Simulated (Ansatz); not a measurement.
Ba2Tl5V3O12:

```xyz
22
Lattice="6.6527 0.0495 0.0202 2.8607 8.3646 0.0038 2.6828 2.4694 9.1957" Properties=species:S:1:pos:R:3 pbc="T T T"
Ba    5.5442    0.4859    0.2246
Ba    5.0453    8.8099    3.1356
V     7.8851    6.7880    3.1058
V     2.5747    2.3174    0.3028
V     2.2646    2.2781    6.0800
Tl    3.7845    4.2101    3.2255
Tl    6.5448    4.4409    5.5815
Tl    8.1264    9.0456    6.1615
Tl    6.6930    4.4787    1.0881
Tl    4.6212    7.2113    6.8375
O     3.6229    2.1646    4.9879
O     8.0188    5.0381    3.1811
O     3.7266    2.1571    1.5981
O     7.5372    1.8755    5.1646
O     4.9576    6.4605    9.0991
O     7.0474    7.3889    4.4933
O     8.6870    3.8848    6.7562
O     6.8904    7.1926    1.7495
O     1.1117    1.6298    0.9364
O     5.2975    9.5590    7.4268
O     5.9074    3.9074    8.2110
O     9.3999    7.5353    2.8601
```

The cell was built by a generator and needn't be a form met in nature.

Base run:

| Property | Result |
| --- | --- |
| Program | Ansatz 0.2.0 |
| Functional | PBEsol |
| Potentials or basis | all-electron LAPW, scalar-relativistic |
| Cutoff | 492 eV (chosen from the basis error) |
| Basis error allowed | 0.003 eV/atom |
| k mesh | 4 × 3 × 2 |
| Occupations | fermi-dirac, width 0.05 eV |
| Spin | collinear spin, ferromagnetic start |
| Starting moments | [0.0, 0.0, 2.0, 2.0, 2.0, 0.0, 0.0, 0.0, 0.0, 0.0, 0.0, 0.0, 0.0, 0.0, 0.0, 0.0, 0.0, 0.0, 0.0, 0.0, 0.0, 0.0] μB |

Its results: band gap on the k mesh 2.86 eV, indirect (least direct gap 2.99 eV); pressure -2.6 GPa; net moment 0.00 μB per cell; largest force 0.383 eV/Å.

Problem. The run is repeated on the same cell with these changes: functional from PBEsol to LDA. What comes out?

Solution. Band gap on the k mesh 2.81 eV, indirect (least direct gap 2.94 eV); pressure -4.8 GPa; net moment 0.00 μB per cell; largest force 0.732 eV/Å.

LDA binds more tightly than PBEsol, so the same cell stands under less pressure.

Caveats: spin-orbit coupling is left out, which as a rule narrows the gap of such compounds by several tenths of an eV; the starting moments weren't kept.
